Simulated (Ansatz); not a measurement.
# NbRu3C (Pm-3m) in Ansatz: a series of runs

One crystal, NbRu3C, is run at these levels: PBEsol; tasks: relaxation of cell and atoms.

All numbers are computed with Ansatz 0.2.0; they aren't measurements. Logs are shortened: lines on timing, memory, paths and dates and some standing lists are left out, and cuts for length are marked.

## (1) Starting point

It takes space group Pm-3m (No. 221, cubic). The conventional cell has a = 4.065 Å, b = 4.065 Å, c = 4.065 Å, α = 90.00°, β = 90.00°, γ = 90.00°. Ru (site symmetry 4/mmm) is surrounded by 2 C at 2.03 Å. Nb (site symmetry m-3m) is surrounded by 12 Ru at 2.87 Å. C (site symmetry m-3m) is surrounded by 6 Ru at 2.03 Å.

The cell comes from a database or a generator and needn't be the stable form of this composition.

## (2) Relaxation of cell and atoms, PBEsol, target pressure 5 GPa, at which the enthalpy is minimised

input.yaml

```yaml
crystal:
  lattice:
    - [4.065138, 0.0, 0.0]
    - [0.0, 4.065138, 0.0]
    - [0.0, 0.0, 4.065138]
  atoms:
    - { symbol: Ru, position: [0.5, 0.5, 0.0] }
    - { symbol: Ru, position: [0.5, 0.0, 0.5] }
    - { symbol: Ru, position: [0.0, 0.5, 0.5] }
    - { symbol: Nb, position: [0.0, 0.0, 0.0] }
    - { symbol: C, position: [0.5, 0.5, 0.5] }
hamiltonian:
  xc: pbesol
  pseudopotentials: { kind: paw }
kpoints:
  mp_grid: { grid: [7, 7, 7] }
scf:
  occupations: { method: fermi_dirac, width: 0.05 }
output:
  forces: true
  stress: true
  eigenvalues: true
relax:
  f_tol: 0.01
  max_steps: 40
  cell: { stress_tol: 0.05, p_target: 5.0 }
```

Potentials or basis: Ansatz PAW.

Run with:

```
> ansatz run input.yaml --threads 2 --pin off --max-ram 5632MiB --backend cpu --events-out ev --progress --plain --runs-dir out
```

Standard output:

```text
Warning: RAYON_NUM_THREADS=2 ignored (pool sized by the plan → 2); use --threads N
Engine: ansatz 0.2.0, aarch64-unknown-linux-gnu
Pseudopotentials: kind: paw
Pseudopotential: Ru, paw, valence charge 16, recommended cutoff 420 eV (normal), Ru.paw.azcp
Pseudopotential: Nb, paw, valence charge 13, recommended cutoff 420 eV (normal), Nb.paw.azcp
Pseudopotential: C, paw, valence charge 4, recommended cutoff 420 eV (normal), C.paw.azcp
Functional definition: PBEsol
  exchange = pbesol_x
  correlation = pbesol_c
Crystal: 5 atoms, lattice volume = 67.178 Å³
Basis set: ecut = 420 eV, 1357 PW (Γ), exchange–correlation on 60×60×60 points (8 copies of the dense FFT grid, shifted against one another)
Bands: 39, of which v1, the nominal top of the filled ones, is band 33 counted from 1 (32 counted from 0)
Symmetry: 48 space group operations
Space group: Pm-3m (ITA 221), of the structure as read, at distance tolerance 4.1e-5 Å
k-points: 20 of 343
Non-local potential: Ru, projectors of the file, l = 0: 3, l = 1: 2, l = 2: 2, l = 3: 1
Non-local potential: Nb, projectors of the file, l = 0: 3, l = 1: 2, l = 2: 2, l = 3: 1
Non-local potential: C, projectors of the file, l = 0: 2, l = 1: 2, l = 2: 1
PAW form: soft (Blöchl's): semilocal exchange-correlation on the pseudo side does not see the compensation charge
PAW frozen core: Ru, regenerated for the run's functional, and the local potential with it (the file was generated under x = pbe(κ = 0.804, μ = 0.2195149727645171), c = pbe(β = 0.06672455060314922))
PAW frozen core: Nb, regenerated for the run's functional, and the local potential with it (the file was generated under x = pbe(κ = 0.804, μ = 0.2195149727645171), c = pbe(β = 0.06672455060314922))
PAW frozen core: C, regenerated for the run's functional, and the local potential with it (the file was generated under x = pbe(κ = 0.804, μ = 0.2195149727645171), c = pbe(β = 0.06672455060314922))
PAW one-centre angular grid: Ru, 590 points (default); XC on 64 Gauss nodes
PAW one-centre angular grid: Nb, 590 points (default); XC on 64 Gauss nodes
PAW one-centre angular grid: C, 110 points (default); XC on 64 Gauss nodes
Initial density: superposition of atomic densities (neutral atoms: chi_scale 0, normalization atom), corrected by the library's trained network
Initial wavefunctions: pseudopotential atomic-orbital guess
Functional: x = pbesol(κ = 0.804, μ = 0.12345679012345678), c = pbesol(β = 0.046)
SCF iter   1: F=—  HF=-22191.876296 eV  |F-HF|=—  |Δ(HF+E_count)|=         —  Δρ=1.14e-2  dr2=4.72e-2  ethr=1.77e-3  ⟨swp⟩=5.5  Hψ=2554  notcnv=0
preconditioner: auto → Kerker (q_TF=auto, 2.713 Å⁻¹)  [metal: Δε(μ)=0.056 eV  Ē_g=5.318 eV  σ=0.050 eV  W_gap=0.26  n_scr=26 (ndim 8)  ℏωp=26.0 eV  f_vac=0.000  D(μ)=2.67/eV (n_scr^D=26)]
SCF iter   2: F=—  HF=-22191.869077 eV  |F-HF|=—  |Δ(HF+E_count)|=   7.22e-3  Δρ=5.96e-3  dr2=1.26e-2  ethr=7.26e-5  ⟨swp⟩=2.0  Hψ=1165  notcnv=0
SCF iter   3: F=—  HF=-22191.865977 eV  |F-HF|=—  |Δ(HF+E_count)|=   3.10e-3  Δρ=5.65e-4  dr2=1.74e-4  ethr=1.94e-5  ⟨swp⟩=2.0  Hψ=1084  notcnv=0
SCF iter   4: F=—  HF=-22191.865957 eV  |F-HF|=—  |Δ(HF+E_count)|=   2.07e-5  Δρ=1.22e-4  dr2=7.91e-6  ethr=2.67e-7  ⟨swp⟩=2.0  Hψ=1391  notcnv=0
SCF iter   5: F=—  HF=-22191.865974 eV  |F-HF|=—  |Δ(HF+E_count)|=   1.74e-5  Δρ=3.17e-5  dr2=6.38e-7  ethr=1.22e-8  ⟨swp⟩=2.5  Hψ=1414  notcnv=0
SCF iter   6: F=-22191.865974 eV  HF=-22191.865974 eV  |F-HF|=1.85e-8  |Δ(HF+E_count)|=   1.06e-7  Δρ=8.41e-6  dr2=4.92e-8  ethr=1.54e-10  ⟨swp⟩=4.8  Hψ=2828  notcnv=0
SCF 1 converged in 6 iterations: F = -22191.865974 eV  dr2 = 4.92e-8
relax step   1: F+E_penalty+E_count = -22191.86597388 eV  Δ(F+E_penalty+E_count) = +0.000e0 eV  max|allowed force component| = 4.765e-29 eV/Å  Δτ_max = 0.0000 Å  P = -11.811 GPa  Ω = 67.178 Å³  (6 SCF iters, dr2 threshold 1.00e-7 eV, accepted)
Crystal: 5 atoms, lattice volume = 60.895 Å³
Basis set: ecut = 420 eV, 1213 PW (Γ), exchange–correlation on 60×60×60 points (8 copies of the dense FFT grid, shifted against one another)
Initial density: handed on by an earlier stage of this run
Initial wavefunctions: those handed on with the density
iter 1 solved again at ethr=8.24e-4 eV; its pass at ethr=3.10e-3 eV (dr2=5.36e-1 eV) is discarded
SCF iter   1: F=—  HF=-22191.850151 eV  |F-HF|=—  |Δ(HF+E_count)|=         —  Δρ=2.50e-2  dr2=5.47e-1  ethr=8.24e-4  ⟨swp⟩=1.0  Hψ=3643  notcnv=0
preconditioner: auto → Resta (q_TF=auto, 2.758 Å⁻¹)  ε∞=22.1  [insulator: Δε(μ)=0.173 eV  Ē_g=5.955 eV  σ=0.050 eV  W_gap=0.69  n_scr=18 (ndim 8)  ℏωp=27.3 eV  f_vac=0.000  D(μ)=1.67/eV (n_scr^D=6)  ε∞_Penn≈22.1]
SCF iter   2: F=—  HF=-22191.786403 eV  |F-HF|=—  |Δ(HF+E_count)|=   6.37e-2  Δρ=1.09e-2  dr2=1.05e-1  ethr=8.24e-4  ⟨swp⟩=2.1  Hψ=1155  notcnv=0
[... 37 lines left out ...]
preconditioner: auto → Kerker (q_TF=auto, 2.740 Å⁻¹)  [metal: Δε(μ)=0.082 eV  Ē_g=5.684 eV  σ=0.050 eV  W_gap=0.37  n_scr=26 (ndim 8)  ℏωp=26.8 eV  f_vac=0.000  D(μ)=2.15/eV (n_scr^D=18)]
SCF iter   2: F=—  HF=-22191.956803 eV  |F-HF|=—  |Δ(HF+E_count)|=   8.61e-5  Δρ=9.14e-5  dr2=7.78e-7  ethr=5.13e-9  ⟨swp⟩=2.1  Hψ=957  notcnv=0
SCF iter   3: F=—  HF=-22191.956804 eV  |F-HF|=—  |Δ(HF+E_count)|=   3.32e-7  Δρ=8.15e-6  dr2=8.88e-9  ethr=1.20e-9  ⟨swp⟩=2.6  Hψ=1366  notcnv=0
SCF iter   4: F=—  HF=-22191.956804 eV  |F-HF|=—  |Δ(HF+E_count)|=   3.22e-9  Δρ=7.10e-7  dr2=2.09e-10  ethr=1.37e-11  ⟨swp⟩=2.0  Hψ=1001  notcnv=0
iter 5 did not close the SCF: its close was put off for the readings that it lacked (scf_convergence_deferred on its scf_iter line)
SCF iter   5: F=-22191.956804 eV  HF=-22191.956804 eV  |F-HF|=7.28e-12  |Δ(HF+E_count)|=  2.91e-11  Δρ=1.02e-7  dr2=5.07e-12  ethr=1.00e-12  ⟨swp⟩=2.0  Hψ=1041  notcnv=0
SCF iter   6: F=-22191.956804 eV  HF=-22191.956804 eV  |F-HF|=3.64e-12  |Δ(HF+E_count)|=    0.00e0  Δρ=2.25e-8  dr2=2.33e-13  ethr=1.00e-12  ⟨swp⟩=2.8  Hψ=2358  notcnv=0
SCF 5 converged in 6 iterations: F = -22191.956804 eV  dr2 = 2.33e-13
relax step   5: F+E_penalty+E_count = -22191.95680356 eV  Δ(F+E_penalty+E_count) = +2.697e-3 eV  max|allowed force component| = 1.383e-29 eV/Å  Δτ_max = 0.0000 Å  P = +4.967 GPa  Ω = 63.418 Å³  stress off target by 3.33e-2 GPa  SCF on the basis re-selected at this cell (its energy is not comparable with the rows above)  (6 SCF iters)
basis re-selected at this cell: Δ(F+E_penalty+E_count) = +2.697e-3 eV, ΔP = -0.021 GPa vs the last step (what re-selecting the basis moved, of the pressure what is left beyond the Pulay correction that the steps carried, after the strain that the cell walked since its last selection, with what the two solves' SCF thresholds leave and, on support functions, any second-order correction that the steps lacked; it is no measure of the basis error at this ecutwfc). The dense FFT grid was sized anew with the basis: this SCF ran on 27×27×27 points, the steps before it on 30×30×30, so part of this shift can come from that change (see relax.cell in the input reference). This SCF's stress stands 3.33e-2 GPa from its target on what of the cell is left free (relax.cell.stress_tol is 5.00e-2 GPa) and its largest allowed force component is 1.38e-29 eV/Å (relax.f_tol is 1.00e-2 eV/Å): within both
SCF converged after 6 iterations
Free energy (F): -22191.956804 eV
Harris-Foulkes:  -22191.956804 eV  (|F-HF|=3.64e-12)
Internal energy: -22191.937519 eV  (E = F + TS)
E sigma→0 (E₀):  -22191.947161 eV
Entropy (-TS):   -0.019285 eV (-3.857 meV/atom)
Fermi energy:    22.025779 eV
--- Per-component energies (eV) ---
  E_band       = -240.270436
  E_kinetic    = 2033.360308
  E_local      = -4873.174444  (includes V_loc(G=0)·N_el)
  E_nonlocal   = 1183.682536
  E_hartree    = 1595.275882
  E_xc         = -793.550991
  E_vxc        = -991.780551  (∫ρ·V_xc dr)
  E_paw        = -13311.642862  (= ΣΔE_a)
  E_vpaw       = -782.909506  (= ΣTr[D̂ρ^β])
  E_aug_tail   = -0.000525  (compensation charges beyond the density's cutoff)
  E_ewald      = -8026.857119
  E_core_change = 0.969697  (= ΣΔE_core)
  E_smearing   = -0.019285  (= −TS)
  E_closure    = 0.000000  (closes the sum)
  Σ components = -22191.956804   (vs F -22191.956804, Δ=0.00e0)
--- Forces (eV/Å), atoms counted from 1 ---
  atom   1  Ru     0.00000000     0.00000000     0.00000000
  atom   2  Ru     0.00000000     0.00000000    -0.00000000
  atom   3  Ru     0.00000000     0.00000000     0.00000000
  atom   4  Nb    -0.00000000     0.00000000     0.00000000
  atom   5  C      0.00000000     0.00000000     0.00000000
  max |Σ_I F_I| component: 2.55e-29 eV/Å
--- Stress (GPa, compression-positive) ---
        4.966664      -0.000000      -0.000000
       -0.000000       4.966664      -0.000000
       -0.000000      -0.000000       4.966664
  P = ⅓ Tr σ = 4.9667 GPa (49.667 kbar)
--- Band table (eV; the first three rows and the last of 20) ---
  k-point 0: bands = ["-51.2958", "-51.1905", "-51.1905", "-33.8135", "-21.8047", "-21.8047", "-21.8047", "-21.0658", "-21.0658", "-21.0658", "-21.0608", "-21.0608", "-21.0608", "-9.8663", "-9.8663", "-9.8663", "6.9348", "14.7244", "15.9845", "15.9845", "15.9978", "15.9978", "15.9978", "18.6193", "18.6193", "18.6193", "19.2432", "19.2432", "19.2432", "20.5367", "20.5367", "22.7229", "22.7614", "22.7614", "22.7614", "24.0392", "24.0392", "25.2348", "25.2348"]
  k-point 1: bands = ["-51.2912", "-51.1951", "-51.1905", "-33.8137", "-21.7971", "-21.7971", "-21.7912", "-21.0755", "-21.0721", "-21.0721", "-21.0672", "-21.0621", "-21.0621", "-9.8776", "-9.8689", "-9.8689", "7.1067", "14.9495", "16.0636", "16.0636", "16.1037", "16.1457", "16.1832", "17.4376", "18.4462", "18.4462", "19.0556", "19.4695", "19.4695", "20.5616", "20.9899", "22.4889", "22.7621", "22.7889", "22.7889", "23.9013", "23.9739", "24.3275", "24.3275"]
  k-point 2: bands = ["-51.2787", "-51.2077", "-51.1904", "-33.8141", "-21.7793", "-21.7793", "-21.7584", "-21.1108", "-21.0906", "-21.0906", "-21.0702", "-21.0616", "-21.0616", "-9.9028", "-9.8748", "-9.8748", "7.5465", "15.3719", "15.9134", "16.2170", "16.2170", "16.3979", "16.5655", "16.7146", "18.2112", "18.2112", "18.5845", "19.8913", "19.8913", "20.5927", "20.7286", "21.8430", "22.7636", "22.8699", "22.8699", "22.9767", "22.9767", "23.4477", "23.6379"]
  k-point 19: bands = ["-51.2288", "-51.2236", "-51.2236", "-33.8114", "-22.1695", "-21.4925", "-21.4925", "-21.3060", "-21.3049", "-21.3049", "-20.9219", "-20.9219", "-20.9190", "-9.8896", "-9.8849", "-9.8849", "10.4519", "13.0715", "13.0715", "13.3113", "16.4679", "17.5200", "17.5778", "17.5778", "18.8014", "18.8014", "18.9996", "19.8112", "19.8112", "21.1594", "21.1594", "21.6680", "22.5100", "23.0565", "23.0812", "23.0812", "23.2816", "23.2816", "24.7731"]
--- Relaxed structure (4 steps of the walk, 4 accepted, 1 SCFs on fresh bases) ---
  F+E_penalty+E_count = -22191.95680356 eV   max|allowed force component| = 1.383e-29 eV/Å   (the final SCF, on the basis selected at the relaxed cell)
  cell:  # Å, volume = 63.4183 Å³
    - [3.9878451440815117, 1.1234591342258875e-33, -2.4074124304840452e-34]
    - [9.629649721936173e-35, 3.9878451440815117, 0.0]
    - [-4.975319023000358e-34, 0.0, 3.9878451440815117]
  atoms:
    - { symbol: Ru, position: [0.5, 0.5, 1.3879904901601283e-38] }
    - { symbol: Ru, position: [0.5, -6.014625456377691e-38, 0.5] }
    - { symbol: Ru, position: [4.426147451285364e-37, 0.5, 0.5] }
    - { symbol: Nb, position: [-8.219988123628573e-37, 6.323067787986636e-38, 1.38799049069853e-38] }
    - { symbol: C, position: [0.5, 0.5, 0.5] }
```

Wall time 8.2 s (2 threads of Arm Neoverse V2, shared host); peak memory 0.38 GiB.

What came out:

```yaml
Free_energy: -22191.9568 eV
Relaxed_volume: 12.68 Å³/atom
Relaxed_cell: a = 3.988 Å, b = 3.988 Å, c = 3.988 Å, α = 90.00°, β = 90.00°, γ = 90.00°
Space_group_after_relaxing_to_0.05_Å: Pm-3m (No. 221)
Energy_change_on_relaxing_the_enthalpy_is_what_falls: -18.2 meV/atom
Ionic_steps: 5
Pressure_after_relaxing: 5.0 GPa
Band_gap_on_the_k_mesh: none (metal or under the smearing width)
```

The path:
| step | energy change (eV) | largest force (eV/Å) | volume (Å³) |
| --- | --- | --- | --- |
| 1 | 0.0000 | 0.0000 | 67.18 |
| 2 | 0.0948 | 0.0000 | 60.89 |
| 3 | -0.1002 | 0.0000 | 63.67 |
| 4 | -0.0935 | 0.0000 | 63.42 |
| 5 | -0.0908 | 0.0000 | 63.42 |

Final structure:
```
CELL_PARAMETERS angstrom
3.98785 0.00000 0.00000
0.00000 3.98785 0.00000
0.00000 0.00000 3.98785
ATOMIC_POSITIONS crystal
Ru 0.50000 0.50000 0.00000
Ru 0.50000 0.00000 0.50000
Ru 0.00000 0.50000 0.50000
Nb 0.00000 0.00000 0.00000
C 0.50000 0.50000 0.50000
```

Caveat: the plane-wave basis is chosen anew once the cell has moved, so the energies of steps on either side of that aren't comparable; the PAW data sets come from PBE, with cores solved anew for the run's functional, which leaves a small shift of forces and pressure.

(Continued in part 2 of 2.)
